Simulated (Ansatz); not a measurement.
**C₃H₇NSi: up Jacob's ladder to CCSD(T)**

Aim: compute C₃H₇NSi with functionals from several rungs and with coupled cluster. The yardstick is the atomisation energy at the CCSD(T) limit.

Computed with Ansatz 0.2.0, Gaussian basis. Level: functionals in def2-TZVPP, the program's frozen cores in correlated methods.

Plan: PBE-D4, r2SCAN-D4, PBE0-D4, B3LYP-D4, ωB97X-V, ωB97M-V, B2PLYP; CCSD(T)/def2-TZVPP; MP2/def2-QZVPP; extrapolation to the limit.

### Step 1. Structure used throughout

The geometry comes from an earlier relaxation with PBE0-D4 in a triple-zeta def2 set; it is a stationary point, not always the lowest conformer.

SMILES `[SiH3]N=C1CC1`, 12 atoms, charge 0, spin multiplicity 1.

Atoms are counted from 1 here; the program's logs count them from 0.

Bond lengths: Si1–N2 1.741 Å, Si1–H6 1.485 Å, Si1–H7 1.485 Å, Si1–H8 1.493 Å, N2–C3 1.249 Å, C3–C4 1.455 Å, C3–C5 1.466 Å, C4–C5 1.546 Å, C4–H9 1.085 Å, C4–H10 1.085 Å, C5–H11 1.085 Å, C5–H12 1.085 Å. Angles: N2–Si1–H6 107.9°, N2–Si1–H7 107.9°, N2–Si1–H8 113.6°, H6–Si1–H7 109.1°, H6–Si1–H8 109.1°, H7–Si1–H8 109.1°, Si1–N2–C3 123.7°, N2–C3–C4 145.9°, N2–C3–C5 150.1°, C4–C3–C5 63.9°, C3–C4–C5 58.4°, C3–C4–H9 118.6°, C3–C4–H10 118.6°, C5–C4–H9 117.7°, C5–C4–H10 117.7°, H9–C4–H10 114.5°, C3–C5–C4 57.7°, C3–C5–H11 118.9° and more.

### Step 2. PBE-D4 (GGA)

in.yaml

```yaml
crystal:
  periodic: [false, false, false]
  atoms:
    - {symbol: Si, position_ang: [-2.085467, -0.241461, 0.654516]}
    - {symbol: N, position_ang: [-0.550873, 0.543797, 0.898860]}
    - {symbol: C, position_ang: [0.458032, 0.327399, 0.194481]}
    - {symbol: C, position_ang: [1.856171, 0.654742, -0.041799]}
    - {symbol: C, position_ang: [1.104225, -0.371953, -0.920332]}
    - {symbol: H, position_ang: [-3.102503, 0.811518, 0.407890]}
    - {symbol: H, position_ang: [-2.430088, -0.968133, 1.902438]}
    - {symbol: H, position_ang: [-2.089480, -1.202313, -0.487985]}
    - {symbol: H, position_ang: [2.097451, 1.615976, -0.483960]}
    - {symbol: H, position_ang: [2.602875, 0.276139, 0.648690]}
    - {symbol: H, position_ang: [1.361012, -1.419730, -0.803027]}
    - {symbol: H, position_ang: [0.855645, -0.081081, -1.935773]}
basis:
  gaussian: {orbitals: def2-TZVPP}
hamiltonian: {xc: pbe, dispersion: d4}
output: {forces: true, orbitals: {seedname: orbitals}}
```

Command:

```console
ansatz run in.yaml --threads 4 --pin off --events-out ev --progress --plain --max-ram 10444MiB
```

Standard output (excerpt; [...] marks lines left out):

```text
Functional definition: PBE
  name "PBE"
  cite "Perdew, Burke & Ernzerhof, Phys. Rev. Lett. 77, 3865 (1996) doi:10.1103/PhysRevLett.77.3865"
  parent pbe
[...]
1396 factors; their error is unknown
[...]
mean field -12582.91174383 eV, -462.4134775819 hartree, gradient 1.5e-5 eV, S^2 0.000000; 0 other end points of the search recorded, 0 dependent functions left out
[...]
reference -12582.91179060 eV, -462.4134793005 hartree; 23, 23 occupied and 241, 241 virtual orbitals, 1396 factors
Total energy: -12583.15448587 eV, -462.4223981874 hartree
Atom 0 at    -2.085467    -0.241461     0.654516 Å, force    -0.131545    -0.080170    -0.037464 eV/Å
Atom 1 at    -0.550873     0.543797     0.898860 Å, force    -0.443105     0.298263     0.552238 eV/Å
Atom 2 at     0.458032     0.327399     0.194481 Å, force     0.315748    -0.072594    -0.227452 eV/Å
Atom 3 at     1.856171     0.654742    -0.041799 Å, force     0.174908     0.118620     0.062067 eV/Å
Atom 4 at     1.104225    -0.371953    -0.920332 Å, force    -0.001837    -0.149285    -0.175273 eV/Å
Atom 5 at    -3.102503     0.811518     0.407890 Å, force    -0.109430     0.112617    -0.018284 eV/Å
Atom 6 at    -2.430088    -0.968133     1.902438 Å, force    -0.039941    -0.070228     0.135399 eV/Å
Atom 7 at    -2.089480    -1.202313    -0.487985 Å, force    -0.025887    -0.116338    -0.126051 eV/Å
Atom 8 at     2.097451     1.615976    -0.483960 Å, force     0.077594     0.204232    -0.081316 eV/Å
Atom 9 at     2.602875     0.276139     0.648690 Å, force     0.176243    -0.057941     0.141157 eV/Å
Atom 10 at     1.361012    -1.419730    -0.803027 Å, force     0.052654    -0.224330    -0.001996 eV/Å
Atom 11 at     0.855645    -0.081081    -1.935773 Å, force    -0.045402     0.037153    -0.223023 eV/Å
Dipole moment:     0.292622    -0.124408    -0.277173 e Å
```

Run time: 2.7 s. Hardware: 4 threads of Arm Neoverse V1, shared host; peak memory 0.34 GiB.

With the free atoms at this level, -12534.660 eV in sum, the atomisation energy is 48.495 eV. HOMO -5.37 eV, LUMO -1.85 eV.

### Step 3. r2SCAN-D4 (meta-GGA)

Changes to in.yaml since step 2:

```diff
@@ -17,3 +17,3 @@
   gaussian: {orbitals: def2-TZVPP}
-hamiltonian: {xc: pbe, dispersion: d4}
+hamiltonian: {xc: r2scan, dispersion: d4}
 output: {forces: true, orbitals: {seedname: orbitals}}
```

Launched as before.

Standard output (excerpt; [...] marks lines left out):

```text
Functional definition: r2SCAN
  name "r2SCAN"
  cite "Furness, Kaplan, Ning, Perdew & Sun, J. Phys. Chem. Lett. 11, 8208 (2020) doi:10.1021/acs.jpclett.0c02405"
  cite "Furness, Kaplan, Ning, Perdew & Sun, J. Phys. Chem. Lett. 11, 9248 (2020) doi:10.1021/acs.jpclett.0c03077"
  parent r2scan
[...]
1396 factors; their error is unknown
[...]
mean field -12589.63467149 eV, -462.6605406162 hartree, gradient 3.7e-5 eV, S^2 0.000000; 0 other end points of the search recorded, 0 dependent functions left out
[...]
reference -12589.63468550 eV, -462.6605411312 hartree; 23, 23 occupied and 241, 241 virtual orbitals, 1396 factors
Total energy: -12589.69653919 eV, -462.6628142125 hartree
Atom 0 at    -2.085467    -0.241461     0.654516 Å, force    -0.039101    -0.011046     0.003312 eV/Å
Atom 1 at    -0.550873     0.543797     0.898860 Å, force    -0.260326     0.076619     0.209022 eV/Å
Atom 2 at     0.458032     0.327399     0.194481 Å, force     0.204476    -0.042594    -0.142909 eV/Å
Atom 3 at     1.856171     0.654742    -0.041799 Å, force     0.126664     0.136255     0.104482 eV/Å
Atom 4 at     1.104225    -0.371953    -0.920332 Å, force    -0.054792    -0.155348    -0.158757 eV/Å
Atom 5 at    -3.102503     0.811518     0.407890 Å, force     0.015410    -0.026943     0.008819 eV/Å
Atom 6 at    -2.430088    -0.968133     1.902438 Å, force    -0.000799     0.016895    -0.027882 eV/Å
Atom 7 at    -2.089480    -1.202313    -0.487985 Å, force    -0.008307     0.008579     0.014844 eV/Å
Atom 8 at     2.097451     1.615976    -0.483960 Å, force     0.008494    -0.009204     0.006016 eV/Å
Atom 9 at     2.602875     0.276139     0.648690 Å, force     0.001011     0.009964    -0.009332 eV/Å
Atom 10 at     1.361012    -1.419730    -0.803027 Å, force     0.000395     0.006083    -0.010426 eV/Å
Atom 11 at     0.855645    -0.081081    -1.935773 Å, force     0.006876    -0.009260     0.002811 eV/Å
Dipole moment:     0.306619    -0.128884    -0.288713 e Å
```

It took 5.5 s on 4 threads of Arm Neoverse V1, shared host; peak memory 0.37 GiB.

Atomisation energy: 47.410 eV (free atoms -12542.287 eV, run apart). HOMO -5.59 eV, LUMO -1.62 eV.

### Step 4. PBE0-D4 (hybrid)

Changes to in.yaml since step 3:

```diff
@@ -17,3 +17,3 @@
   gaussian: {orbitals: def2-TZVPP}
-hamiltonian: {xc: r2scan, dispersion: d4}
-output: {forces: true, orbitals: {seedname: orbitals}}
+hamiltonian: {xc: pbe0, dispersion: d4}
+output: {orbitals: {seedname: orbitals}}
```

The command is unchanged.

Standard output:

```text
Functional definition: PBE0
  name "PBE0"
  cite "Adamo & Barone, J. Chem. Phys. 110, 6158 (1999) doi:10.1063/1.478522"
  cite "Perdew, Burke & Ernzerhof, Phys. Rev. Lett. 77, 3865 (1996) doi:10.1103/PhysRevLett.77.3865"
  parent pbe
  parameter a = 0.25
  parameter kappa = 0.804
  parameter beta = 0.06672455060314922
  exchange = (1 - a)*pbe_x(kappa = kappa, mu = beta*pi^2/3) + a*exact_x
  correlation = pbe_c(beta = beta)
1399 factors; their error is unknown
mean field evaluation 1: about -12576.3021 eV, gradient 6.0e1 eV
mean field evaluation 2: about -12571.2088 eV, gradient 7.4e1 eV
mean field evaluation 4: about -12584.0565 eV, gradient 6.2e0 eV
mean field evaluation 8: about -12584.1544 eV, gradient 5.5e-1 eV
mean field evaluation 16: about -12584.1549 eV, gradient 4.7e-5 eV
mean field -12584.15485791 eV, -462.4591611817 hartree, gradient 4.7e-5 eV, S^2 0.000000; 0 other end points of the search recorded, 0 dependent functions left out
reference -12584.15489226 eV, -462.4591624440 hartree; 23, 23 occupied and 241, 241 virtual orbitals, 1399 factors
Total energy: -12584.35974440 eV, -462.4666906211 hartree
```

It took 2.9 s on 4 threads of Arm Neoverse V1, shared host; peak memory 0.62 GiB.

With the free atoms at this level, -12536.739 eV in sum, the atomisation energy is 47.620 eV. HOMO -6.67 eV, LUMO -0.80 eV.

### Step 5. B3LYP-D4 (hybrid)

B3LYP here takes the VWN-RPA correlation.

Changes to in.yaml since step 4:

```diff
@@ -17,3 +17,3 @@
   gaussian: {orbitals: def2-TZVPP}
-hamiltonian: {xc: pbe0, dispersion: d4}
-output: {orbitals: {seedname: orbitals}}
+hamiltonian: {xc: {name: B3LYP}, dispersion: d4}
+output: {forces: true, orbitals: {seedname: orbitals}}
```

Same command.

Standard output (excerpt; [...] marks lines left out):

```text
Functional definition: B3LYP
  name "B3LYP"
  cite "Stephens, Devlin, Chabalowski & Frisch, J. Phys. Chem. 98, 11623 (1994) doi:10.1021/j100096a001"
  cite "Becke, Phys. Rev. A 38, 3098 (1988) doi:10.1103/PhysRevA.38.3098"
  cite "Lee, Yang & Parr, Phys. Rev. B 37, 785 (1988) doi:10.1103/PhysRevB.37.785"
  cite "Vosko, Wilk & Nusair, Can. J. Phys. 58, 1200 (1980) doi:10.1139/p80-159"
[...]
1399 factors; their error is unknown
[...]
mean field -12593.95775503 eV, -462.8194110063 hartree, gradient 2.3e-5 eV, S^2 0.000000; 0 other end points of the search recorded, 0 dependent functions left out
[...]
reference -12593.95805151 eV, -462.8194219017 hartree; 23, 23 occupied and 241, 241 virtual orbitals, 1399 factors
Total energy: -12594.34656587 eV, -462.8336995411 hartree
Atom 0 at    -2.085467    -0.241461     0.654516 Å, force    -0.187741    -0.054106     0.018756 eV/Å
[...]
Atom 2 at     0.458032     0.327399     0.194481 Å, force     0.011267     0.049407     0.051719 eV/Å
Atom 3 at     1.856171     0.654742    -0.041799 Å, force     0.240915     0.187412     0.113946 eV/Å
Atom 4 at     1.104225    -0.371953    -0.920332 Å, force    -0.051911    -0.229216    -0.247350 eV/Å
Atom 5 at    -3.102503     0.811518     0.407890 Å, force     0.058180    -0.070995     0.013158 eV/Å
Atom 6 at    -2.430088    -0.968133     1.902438 Å, force     0.015863     0.041954    -0.081595 eV/Å
Atom 7 at    -2.089480    -1.202313    -0.487985 Å, force    -0.000538     0.058672     0.070957 eV/Å
Atom 8 at     2.097451     1.615976    -0.483960 Å, force     0.004657    -0.053132     0.033734 eV/Å
Atom 9 at     2.602875     0.276139     0.648690 Å, force    -0.029638     0.037042    -0.041565 eV/Å
Atom 10 at     1.361012    -1.419730    -0.803027 Å, force    -0.018774     0.057247    -0.027655 eV/Å
Atom 11 at     0.855645    -0.081081    -1.935773 Å, force     0.017395    -0.036619     0.052063 eV/Å
Dipole moment:     0.295815    -0.136061    -0.292402 e Å
```

It took 4.8 s on 4 threads of Arm Neoverse V1, shared host; peak memory 0.74 GiB.

Atomisation energy: 47.460 eV (free atoms -12546.886 eV, run apart). HOMO -6.46 eV, LUMO -1.02 eV.

### Step 6. ωB97X-V (range-separated)

Changes to in.yaml since step 5:

```diff
@@ -17,3 +17,3 @@
   gaussian: {orbitals: def2-TZVPP}
-hamiltonian: {xc: {name: B3LYP}, dispersion: d4}
-output: {forces: true, orbitals: {seedname: orbitals}}
+hamiltonian: {xc: {name: wB97X-V}}
+output: {orbitals: {seedname: orbitals}}
```

Same command.

Standard output (excerpt; [...] marks lines left out):

```text
Functional definition: wB97X-V
  name "wB97X-V"
  cite "Mardirossian & Head-Gordon, Phys. Chem. Chem. Phys. 16, 9904 (2014) doi:10.1039/C3CP54374A"
  cite "Becke, J. Chem. Phys. 107, 8554 (1997) doi:10.1063/1.475007"
  cite "Vydrov & Van Voorhis, J. Chem. Phys. 133, 244103 (2010) doi:10.1063/1.3521275"
[...]
      + integral(e_c_pw_opposite_spin*poly(b97_u_opposite, cos0, cos1)) + vv10(b, c)
1399 factors; their error is unknown
346 factors; integrals over basis functions are off by at most 1.2e-5 eV
[...]
mean field -12590.56410861 eV, -462.6946968006 hartree, gradient 1.6e-5 eV, S^2 0.000000; 0 other end points of the search recorded, 0 dependent functions left out
reference -12590.56410629 eV, -462.6946967151 hartree; 23, 23 occupied and 241, 241 virtual orbitals, 1399 factors
Total energy: -12590.56410629 eV, -462.6946967151 hartree
```

Wall time 8.5 s (4 threads of Arm Neoverse V1, shared host); peak memory 0.77 GiB.

Atomisation energy: 47.558 eV (free atoms -12543.006 eV, run apart). HOMO -9.02 eV, LUMO 1.47 eV.

### Step 7. ωB97M-V (range-separated)

Changes to in.yaml since step 6:

```diff
@@ -17,3 +17,3 @@
   gaussian: {orbitals: def2-TZVPP}
-hamiltonian: {xc: {name: wB97X-V}}
-output: {orbitals: {seedname: orbitals}}
+hamiltonian: {xc: {name: wB97M-V}}
+output: {forces: true, orbitals: {seedname: orbitals}}
```

Same command.

Standard output (excerpt; [...] marks lines left out):

```text
Functional definition: wB97M-V
  name "wB97M-V"
  cite "Mardirossian & Head-Gordon, J. Chem. Phys. 144, 214110 (2016) doi:10.1063/1.4952647"
  cite "Becke, J. Chem. Phys. 107, 8554 (1997) doi:10.1063/1.475007"
  cite "Vydrov & Van Voorhis, J. Chem. Phys. 133, 244103 (2010) doi:10.1063/1.3521275"
  # Of w^i u^j: cxij and so on, Table III.
[...]
  gx(w, u) = 1 - cx + cx01*u + cx10*w
  gss(w, u) = css00 + css04*u^4 + css10*w + css20*w^2 + css43*w^4*u^3
  gos(w, u) = cos00 + cos10*w + (cos20 + cos21*u)*w^2 + (cos60 + cos61*u)*w^6
[...]
      + integral(e_c_pw_mod_opposite_spin*gos(b97_w_opposite, b97_u_opposite)) + vv10(b, c)
1399 factors; their error is unknown
346 factors; integrals over basis functions are off by at most 1.2e-5 eV
[...]
Atom 2 at     0.458032     0.327399     0.194481 Å, force    -0.141747     0.038350     0.106691 eV/Å
Atom 3 at     1.856171     0.654742    -0.041799 Å, force     0.311511     0.198406     0.095514 eV/Å
Atom 4 at     1.104225    -0.371953    -0.920332 Å, force    -0.033681    -0.257500    -0.288916 eV/Å
Atom 5 at    -3.102503     0.811518     0.407890 Å, force     0.121211    -0.131780     0.022392 eV/Å
Atom 6 at    -2.430088    -0.968133     1.902438 Å, force     0.041122     0.081147    -0.156310 eV/Å
Atom 7 at    -2.089480    -1.202313    -0.487985 Å, force     0.022699     0.111528     0.123448 eV/Å
Atom 8 at     2.097451     1.615976    -0.483960 Å, force    -0.038737    -0.091976     0.029951 eV/Å
Atom 9 at     2.602875     0.276139     0.648690 Å, force    -0.080866     0.018985    -0.062875 eV/Å
Atom 10 at     1.361012    -1.419730    -0.803027 Å, force    -0.018689     0.097137     0.003355 eV/Å
Atom 11 at     0.855645    -0.081081    -1.935773 Å, force     0.023037    -0.011379     0.095452 eV/Å
Dipole moment:     0.303156    -0.138298    -0.298330 e Å
```

Wall time 12 s (4 threads of Arm Neoverse V1, shared host); peak memory 0.94 GiB.

Atomisation energy: 47.490 eV (free atoms -12542.899 eV, run apart). HOMO -8.94 eV, LUMO 1.34 eV.

### Step 8. B2PLYP (double hybrid)

Changes to in.yaml since step 7:

```diff
@@ -17,3 +17,2 @@
   gaussian: {orbitals: def2-TZVPP}
-hamiltonian: {xc: {name: wB97M-V}}
-output: {forces: true, orbitals: {seedname: orbitals}}
+hamiltonian: {xc: {name: B2PLYP}}
```

Launched as before.

Standard output (excerpt; [...] marks lines left out):

```text
Functional definition: B2PLYP
  name "B2PLYP"
  cite "Grimme, J. Chem. Phys. 124, 034108 (2006) doi:10.1063/1.2148954"
  cite "Becke, Phys. Rev. A 38, 3098 (1988) doi:10.1103/PhysRevA.38.3098"
  cite "Lee, Yang & Parr, Phys. Rev. B 37, 785 (1988) doi:10.1103/PhysRevB.37.785"
[...]
1540 factors; integrals over basis functions are off by at most 1.1e-3 eV
[...]
mean field -12578.43901816 eV, -462.2491079450 hartree, gradient 5.3e-6 eV, S^2 0.000000; 0 other end points of the search recorded, 0 dependent functions left out
9 core orbitals not correlated: weight in the atoms' cores, before any rotation towards them, 1.000 or more for the frozen orbitals, at most 0.000 for the correlated occupied ones
reference -12578.43920364 eV, -462.2491147615 hartree; 14, 14 occupied and 241, 241 virtual orbitals, 1540 factors
second order -26.94693082 eV of doubles, -0.00000000 eV of singles
Total energy: -12585.71487496 eV, -462.5164907510 hartree
```

Run time: 6 s. Hardware: 4 threads of Arm Neoverse V1, shared host; peak memory 0.69 GiB.

With the free atoms at this level, -12538.844 eV in sum, the atomisation energy is 46.871 eV.

### Step 9. Frontier levels by functional

Dipoles come from the runs that computed forces. Levels are read from the orbital files that the runs wrote:

| functional | HOMO (eV) | LUMO (eV) | gap (eV) | dipole (D) |
| --- | --- | --- | --- | --- |
| PBE-D4 | -5.37 | -1.85 | 3.52 | 2.03 |
| r2SCAN-D4 | -5.59 | -1.62 | 3.97 | 2.12 |
| PBE0-D4 | -6.67 | -0.80 | 5.87 |  |
| B3LYP-D4 | -6.46 | -1.02 | 5.44 | 2.10 |
| ωB97X-V | -9.02 | 1.47 | 10.49 |  |
| ωB97M-V | -8.94 | 1.34 | 10.29 | 2.15 |

### Step 10. CCSD(T) in def2-TZVPP

Changes to in.yaml since step 8:

```diff
@@ -17,2 +17,2 @@
   gaussian: {orbitals: def2-TZVPP}
-hamiltonian: {xc: {name: B2PLYP}}
+correlation: {method: ccsd_t}
```

The command is unchanged.

Standard output (excerpt; [...] marks lines left out):

```text
Functional definition: HF
  name "HF"
  cite "Fock, Z. Phys. 61, 126 (1930) doi:10.1007/BF01340294"
  parent pbe
[...]
1540 factors; integrals over basis functions are off by at most 1.1e-3 eV
[...]
mean field -12546.65821465 eV, -461.0811849580 hartree, gradient 2.0e-6 eV, S^2 0.000000; 0 other end points of the search recorded, 0 dependent functions left out
9 core orbitals not correlated: weight in the atoms' cores, before any rotation towards them, 1.000 or more for the frozen orbitals, at most 0.000 for the correlated occupied ones
reference -12546.65821465 eV, -461.0811849580 hartree; 14, 14 occupied and 241, 241 virtual orbitals, 1540 factors
second order -22.05896611 eV of doubles, -0.00000000 eV of singles
cycle   1  -22.47944057 eV  change   -4.2e-1 eV  update   1.1e-1
[...]
cycle   9  -23.23124235 eV  change   -2.1e-5 eV  update   2.4e-5
perturbative correction -1.03974529 eV, -0.0382099346 hartree
Total energy: -12570.92920229 eV, -461.9731273021 hartree
```

It took 2.8 min on 4 threads of Arm Neoverse V1, shared host; peak memory 6.5 GiB.

### Step 11. MP2 in def2-QZVPP

Changes to in.yaml since step 10:

```diff
@@ -16,3 +16,3 @@
 basis:
-  gaussian: {orbitals: def2-TZVPP}
-correlation: {method: ccsd_t}
+  gaussian: {orbitals: "def2-QZVPP.json"}
+correlation: {method: mp2}
```

Same command.

Standard output:

```text
Functional definition: HF
  name "HF"
  cite "Fock, Z. Phys. 61, 126 (1930) doi:10.1007/BF01340294"
  parent pbe
  exchange = exact_x
  correlation = 0
3005 factors; integrals over basis functions are off by at most 8.5e-4 eV
mean field evaluation 1: about -12542.8787 eV, gradient 3.8e1 eV
mean field evaluation 2: about -12543.0293 eV, gradient 3.8e1 eV
mean field evaluation 4: about -12547.0275 eV, gradient 5.0e0 eV
mean field evaluation 8: about -12547.1159 eV, gradient 4.1e-1 eV
mean field evaluation 16: about -12547.1175 eV, gradient 1.9e-6 eV
mean field -12547.11753356 eV, -461.0980646164 hartree, gradient 1.9e-6 eV, S^2 0.000000; 0 other end points of the search recorded, 0 dependent functions left out
9 core orbitals not correlated: weight in the atoms' cores, before any rotation towards them, 1.000 or more for the frozen orbitals, at most 0.000 for the correlated occupied ones
reference -12547.11753356 eV, -461.0980646164 hartree; 14, 14 occupied and 485, 485 virtual orbitals, 3005 factors
second order -23.51348210 eV of doubles, -0.00000000 eV of singles
Total energy: -12570.63101565 eV, -461.9621691454 hartree
```

It took 26 s on 4 threads of Arm Neoverse V1, shared host; peak memory 3.4 GiB.

Energy pieces by basis (eV):

| basis | HF | MP2 correlation | CCSD correlation | (T) | total |
| --- | --- | --- | --- | --- | --- |
| def2-TZVPP | -12546.6582 | -22.0590 | -23.2312 | -1.0397 | -12570.9292 |
| def2-QZVPP | -12547.1175 | -23.5135 |  |  | -12570.6310 (MP2) |

The report of the def2-TZVPP run gives T1 = 0.0124.

### Step 12. Extrapolating to the complete basis

No new run: Hartree-Fock is extrapolated as exp(−7.88√X) and correlation as X^−2.97, with X = 3 and 4; only MP2 was run in the larger set, so CCSD(T) minus MP2 is added from the smaller one.

| level | energy at the limit (eV) |
| --- | --- |
| HF | -12547.1808 |
| MP2 | -12571.7717 |
| CCSD | -12572.9440 |
| CCSD(T) | -12573.9837 |

### Step 13. All levels against the reference

Free atoms (1 Si, 1 N, 3 C, 7 H) were run apart at each level; the atomisation energy is their sum less the molecule, without zero-point or spin-orbit terms.

Differences are taken before rounding.

| method | rung | atomisation energy (eV) | from CCSD(T)/CBS (eV) | time |
| --- | --- | --- | --- | --- |
| PBE-D4 | GGA | 48.495 | +1.338 | 2.7 s |
| r2SCAN-D4 | meta-GGA | 47.410 | +0.253 | 5.5 s |
| PBE0-D4 | hybrid | 47.620 | +0.464 | 2.9 s |
| B3LYP-D4 | hybrid | 47.460 | +0.304 | 4.8 s |
| ωB97X-V | range-separated | 47.558 | +0.402 | 8.5 s |
| ωB97M-V | range-separated | 47.490 | +0.333 | 12 s |
| B2PLYP | double hybrid | 46.871 | -0.285 | 6 s |
| HF/def2-TZVPP | wavefunction | 34.055 | -13.102 |  |
| MP2/def2-TZVPP | wavefunction | 46.611 | -0.546 |  |
| CCSD/def2-TZVPP | wavefunction | 45.181 | -1.976 |  |
| CCSD(T)/def2-TZVPP | wavefunction | 45.925 | -1.231 | 2.8 min |
| MP2/CBS | wavefunction | 47.842 | +0.685 |  |
| CCSD(T)/CBS | wavefunction | 47.157 | 0 | 3.2 min |

Among the levels timed on like hardware and quicker than the yardstick, those that no quicker one beats, quickest first: PBE-D4 (2.7 s, +1.338 eV); PBE0-D4 (2.9 s, +0.464 eV); B3LYP-D4 (4.8 s, +0.304 eV); r2SCAN-D4 (5.5 s, +0.253 eV).

B2PLYP carry no dispersion term (for B3LYP, D4 adds 0.389 eV).

Times are those of the molecule's run; HF, MP2 and CCSD come out of the CCSD(T) runs, and the limit's time is the sum of the runs that it needs.

### Step 14. Summary of results

| quantity | value |
| --- | --- |
| atomisation energy, CCSD(T)/CBS | 47.157 eV |
| functionals within 0.236 eV (0.5 %) | none; nearest r2SCAN-D4 (+0.253 eV) |
| farthest | PBE-D4 (+1.338 eV) |
| mean size of error, hybrid | 0.384 eV |
| mean size of error, range-separated | 0.368 eV |
| gap, smallest and largest | 3.52 eV (PBE-D4), 10.49 eV (ωB97X-V) |
| T1 diagnostic | 0.0124 |
| triples share of the correlation energy | 4.3 % |

What this shows: PBE-D4 misses by +1.338 eV. Double hybrids carry the basis error of their MP2 part in triple zeta, and no dispersion term here, so their miss is partly the set-up's. The reference freezes the cores and leaves out relativity and excitations past (T), so misses under about 0.236 eV can't be ranked. Hartree-Fock recovers 72 % of the binding; the rest is correlation. Orbital gaps span 3.5 to 10.5 eV; exact exchange widens them.

For cost: r2SCAN-D4 gets within 0.253 eV in 5.5 s, where CCSD(T)/CBS took 3.2 min; the quickest level in the cost chart, PBE-D4, takes 2.7 s and misses by 1.338 eV.
